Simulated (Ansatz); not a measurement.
# BiS2: the cost of one run

Program: Ansatz 0.2.0. Level of theory: DFT PBEsol, scalar-relativistic, plane waves, PAW. These are calculated values, not measurements.

1 further run of the same task is left out (set aside as unsound or not needed). Runs told in other sessions of the task aren't counted.

**1. The structure to begin with**

The structure is monoclinic, space group C2/m (No. 12). The conventional cell has a = 15.757 Å, b = 3.993 Å, c = 11.212 Å, α = 90.00°, β = 128.01°, γ = 90.00°. Bi (site symmetry m) has 5 S at 2.65 to 2.92 Å in its first shell of neighbours. Bi (site symmetry m) is surrounded by 5 S at 2.65 to 2.84 Å. S (site symmetry m) has 3 Bi at 2.65 to 2.76 Å in its first shell of neighbours. S (site symmetry m) has 3 Bi at 2.65 to 2.82 Å in its first shell of neighbours. Around S (site symmetry m) lie 1 S at 2.06 Å and 2 Bi at 2.84 Å. S (site symmetry m) has 1 S at 2.08 Å and 2 Bi at 2.92 Å in its first shell of neighbours.

Coordinates:

```
CELL_PARAMETERS angstrom
7.87845 -1.99657 0.03410
7.87845 1.99657 0.03410
-6.94206 0.00000 8.80471
ATOMIC_POSITIONS crystal
Bi 0.70723 0.70723 0.61302
Bi 0.60107 0.60107 0.87442
Bi 0.39893 0.39893 0.12558
Bi 0.29277 0.29277 0.38698
S 0.65351 0.65351 0.33753
S 0.21450 0.21450 0.84760
S 0.07692 0.07692 0.03203
S 0.78550 0.78550 0.15240
S 0.96353 0.96353 0.55209
S 0.92308 0.92308 0.96797
S 0.34649 0.34649 0.66247
S 0.03647 0.03647 0.44791
```

It goes back to an entry of the Materials Project, which need not be the stable form.

It is the result of an earlier relaxation at this level (volume 23.16 Å³/atom; gap on the mesh: 0.97 eV).

**2. Bands, states and charges**

input.yaml reads:

```yaml
crystal:
  lattice:
    - [7.878450245, -1.9965712457, 0.034098489]
    - [7.878450245, 1.9965712457, 0.034098489]
    - [-6.9420619399, 0.0, 8.8047083546]
  atoms:
    - { symbol: Bi, position: [0.7072331335, 0.7072331335, 0.6130218308] }
    - { symbol: Bi, position: [0.6010695017, 0.6010695017, 0.8744218848] }
    - { symbol: Bi, position: [0.3989304983, 0.3989304983, 0.1255781152] }
    - { symbol: Bi, position: [0.2927668665, 0.2927668665, 0.3869781692] }
    - { symbol: S, position: [0.6535058669, 0.6535058669, 0.337529168] }
    - { symbol: S, position: [0.2145003993, 0.2145003993, 0.8475970476] }
    - { symbol: S, position: [0.0769199359, 0.0769199359, 0.0320342846] }
    - { symbol: S, position: [0.7854996007, 0.7854996007, 0.1524029524] }
    - { symbol: S, position: [0.9635266446, 0.9635266446, 0.5520897753] }
    - { symbol: S, position: [0.9230800641, 0.9230800641, 0.9679657154] }
    - { symbol: S, position: [0.3464941331, 0.3464941331, 0.662470832] }
    - { symbol: S, position: [0.0364733554, 0.0364733554, 0.4479102247] }
basis:
  ecutwfc: 420
kpoints:
  mp_grid: { grid: [8, 8, 4] }
  band_path:
    path:
      - [[0.0, 0.0, 0.0], [-0.27585989, 0.27585989, 0.0]]
      - [[-0.72414011, -0.27585989, 0.0], [-0.5, -0.5, 0.0], [0.0, 0.0, 0.0], [-0.5, -0.5, 0.5], [-0.74651742, -0.25348258, 0.5]]
      - [[-0.25348258, 0.25348258, 0.5], [0.0, 0.0, 0.5], [0.0, 0.0, 0.0]]
      - [[-0.5, 0.0, 0.5], [0.0, 0.0, 0.0], [-0.5, 0.0, 0.0]]
    npoints: 10
hamiltonian:
  xc: pbesol
scf:
  occupations: { method: gaussian, width: 0.02 }
  n_extra_bands: 30
output:
  forces: true
  stress: true
  eigenvalues: true
  populations: true
  dos: { projected: true, de: 0.02, nscf_kmesh: { grid: [12, 12, 6] } }
  bader: false
  write_density: true
  write_potential: true
  elf: true
  volumetric_format: npy
```

The run is started by

```bash
> ansatz run input.yaml --threads 8 --pin off --max-ram 22528MiB --backend cpu --events-out ev --progress --plain --runs-dir out
```

Q: Estimate wall time and peak memory on 8 threads of Oxide Virtual Turin-like (Zen 5), shared host.

About 49 s, with a peak of 3.5 GiB.
